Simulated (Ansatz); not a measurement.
# C5H5NO: a ladder of functionals and wavefunction methods

An exercise on one series of results from a longer session: the logs are not shown, and one member is left open.

Computed with Ansatz 0.2.0, Gaussian basis. Level: functionals in def2-TZVPP, the program's frozen cores in correlated methods.

The runs, in order: LDA (SPW92), PBE-D4, revPBE-D4, BLYP-D4, r2SCAN-D4, B97M-V, PBE0-D4, B3LYP-D4, r2SCANh-D4, r2SCAN0-D4, HSE06-D4, BHLYP-D4, CAM-B3LYP-D4, LC-ωPBE, ωB97X-V, ωB97M-V, B2PLYP, PBE-QIDH; CCSD(T)/def2-SVP; CCSD(T)/def2-TZVPP; MP2/def2-QZVPP; extrapolation to the limit; RPA on PBE.

## The geometry

An earlier PBE0-D4 in a triple-zeta def2 set relaxation fixed the geometry.

SMILES `O=Cc1ccc[nH]1`, 12 atoms, charge 0, spin multiplicity 1.

Atoms are counted from 1 here; the program's logs count them from 0.

Bond lengths: O1–C2 1.214 Å, C2–C3 1.440 Å, C2–H8 1.107 Å, C3–C4 1.385 Å, C3–N7 1.366 Å, C4–C5 1.404 Å, C4–H9 1.079 Å, C5–C6 1.382 Å, C5–H10 1.078 Å, C6–N7 1.348 Å, C6–H11 1.079 Å, N7–H12 1.006 Å. Angles: O1–C2–C3 123.6°, O1–C2–H8 121.4°, C3–C2–H8 115.0°, C2–C3–C4 131.7°, C2–C3–N7 120.9°, C4–C3–N7 107.4°, C3–C4–C5 107.3°, C3–C4–H9 125.4°, C5–C4–H9 127.3°, C4–C5–C6 107.1°, C4–C5–H10 127.2°, C6–C5–H10 125.7°, C5–C6–N7 108.3°, C5–C6–H11 130.2°, N7–C6–H11 121.5°, C3–N7–C6 109.9°, C3–N7–H12 122.6°, C6–N7–H12 127.6°.

The first run:

File in.yaml:

```yaml
crystal:
  periodic: [false, false, false]
  atoms:
    - {symbol: O, position_ang: [1.225742, -2.515098, -0.615914]}
    - {symbol: C, position_ang: [0.142132, -1.977826, -0.514275]}
    - {symbol: C, position_ang: [-0.031018, -0.594735, -0.154668]}
    - {symbol: C, position_ang: [-1.168316, 0.178988, 0.007489]}
    - {symbol: C, position_ang: [-0.748525, 1.469877, 0.364795]}
    - {symbol: C, position_ang: [0.632712, 1.448996, 0.410912]}
    - {symbol: N, position_ang: [1.047462, 0.205080, 0.097312]}
    - {symbol: H, position_ang: [-0.797449, -2.534787, -0.696892]}
    - {symbol: H, position_ang: [-2.182877, -0.165795, -0.121723]}
    - {symbol: H, position_ang: [-1.371870, 2.325933, 0.568055]}
    - {symbol: H, position_ang: [1.333866, 2.234544, 0.644980]}
    - {symbol: H, position_ang: [1.994839, -0.130476, 0.043928]}
basis:
  gaussian: {orbitals: def2-TZVPP}
hamiltonian: {xc: lda}
output: {orbitals: {seedname: orbitals}}
```

The run is started by

```sh
> ansatz run in.yaml --threads 2 --pin off --events-out ev --progress --plain --max-ram 22528MiB --backend cuda --devices 0, --max-vram 18GiB
```

Steps of the session up to this table: LDA; PBE-D4 (GGA); revPBE-D4 (GGA); BLYP-D4 (GGA); r2SCAN-D4 (meta-GGA); B97M-V (meta-GGA); PBE0-D4 (hybrid); B3LYP-D4 (hybrid); r2SCANh-D4 (hybrid); r2SCAN0-D4 (hybrid); HSE06-D4 (hybrid); BHLYP-D4 (hybrid); CAM-B3LYP-D4 (range-separated); LC-ωPBE (range-separated); ωB97X-V (range-separated); ωB97M-V (range-separated); B2PLYP (double hybrid); PBE-QIDH (double hybrid).

One of the session's tables, all rows but one given; the rest of the session is left out.

It belongs to the step «Frontier levels by functional». 

```
  functional  HOMO (eV)  LUMO (eV)  gap (eV)
 LDA (SPW92)      -5.96      -2.57      3.39
      PBE-D4      -5.80      -2.31      3.49
   revPBE-D4      -5.73      -2.22      3.51
     BLYP-D4      -5.71      -2.17      3.54
   r2SCAN-D4      -6.05      -2.18      3.87
      B97M-V      -6.00      -2.08      3.92
     PBE0-D4      -6.83      -1.41      5.43
    B3LYP-D4      -6.64      -1.62      5.02
  r2SCANh-D4      -6.41      -1.85      4.56
  r2SCAN0-D4      -6.95      -1.34      5.61
    HSE06-D4      -6.44      -1.78      4.66
    BHLYP-D4      -7.61      -0.36      7.25
CAM-B3LYP-D4      -8.02      -0.33      7.69
     LC-ωPBE          ?          ?         ?
     ωB97X-V      -8.92       0.73      9.65
     ωB97M-V      -8.84       0.68      9.52
```

Q: Estimate the row for LC-ωPBE from the others.

**Answer.** HOMO (eV): -9.26; LUMO (eV): 0.74; gap (eV): 10.00. In the column «HOMO (eV)» it is the lowest.
